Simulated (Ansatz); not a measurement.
# C4H5ClGe, SMILES [Cl][GeH]1[CH]=CC=[CH]1: a single point in a Gaussian basis

Computed with the Ansatz DFT code, driven from Python.

Run as a notebook:

```python
from pathlib import Path

import ansatz as az
from ase import Atoms
```

```python
atoms = Atoms(['Cl', 'Ge', 'C', 'C', 'C', 'C', 'H', 'H', 'H', 'H', 'H'], positions=[
    (2.8754, -0.1129, -1.1085),
    (1.3054, -0.3719, 0.3591),
    (0.2212, 1.1837, 0.5022),
    (-1.005, 0.9649, 0.041),
    (-1.2533, -0.395, -0.4646),
    (-0.2186, -1.2247, -0.3933),
    (1.7492, -0.9598, 1.7225),
    (0.5513, 2.1334, 0.9014),
    (-1.7658, 1.7341, 0.0371),
    (-2.2102, -0.6993, -0.8676),
    (-0.2496, -2.2524, -0.7292),
])
molecule = az.Crystal.molecule_from_ase(atoms)

base = molecule.calculation().basis(gaussian='def2-SVP').functional('b3lyp', dispersion='d3bj').orbitals()
result = base.run(runs_dir='runs')
rep = result.report
```

    

```python
rep['published_state_doubts']
```

    []

```python
print('reference energy %16.6f eV' % rep['reference_energy_ev'])
print('total energy     %16.6f eV' % rep['free_energy_ev'])
print('occupied orbitals outside the frozen core (up, down):', rep['n_occupied'], ' frozen:', rep['n_frozen'], ' virtual:', rep['n_virtual'])
```

    reference energy    -73257.503697 eV
    total energy        -73258.086163 eV
    occupied orbitals outside the frozen core (up, down): [39, 39]  frozen: 0  virtual: [92, 92]

```python
lines = Path(rep['orbitals_path']).read_text().splitlines()
field_of = lambda key: [line.split('=')[1].strip() for line in lines if line.startswith(key)]
orbitals = [(27.211386 * float(e), s, float(n)) for e, s, n in zip(field_of('Ene='), field_of('Spin='), field_of('Occup='))]
homo = max(e for e, _, n in orbitals if n > 0.5)
lumo = min(e for e, _, n in orbitals if n < 0.5)
print(f'HOMO {homo:.3f} eV, LUMO {lumo:.3f} eV, gap {lumo - homo:.3f} eV')
```

    HOMO -6.665 eV, LUMO -1.937 eV, gap 4.729 eV

Notes:
- Total energies depend on the basis set; only differences at equal settings carry meaning.
- The geometry is a force-field or estimated start, not a minimum of this method, and the basis set is short of its limit.
- Total less reference energy is the dispersion correction.
- b3lyp holds the VWN-RPA fit, as in Gaussian; the form of ORCA and Turbomole is b3lyp5.
- Levels such as HOMO and LUMO are orbital energies: with these approximate functionals they aren't the ionisation energy and electron affinity, and their gap isn't the fundamental gap.
- Hardware and time: 3.8 s on 1 thread of Intel(R) Xeon(R) 6975P-C (Granite Rapids), with other jobs on the host, peak memory 0.4 GiB.

(Lines on the test bed's own set-up are left out of the output.)
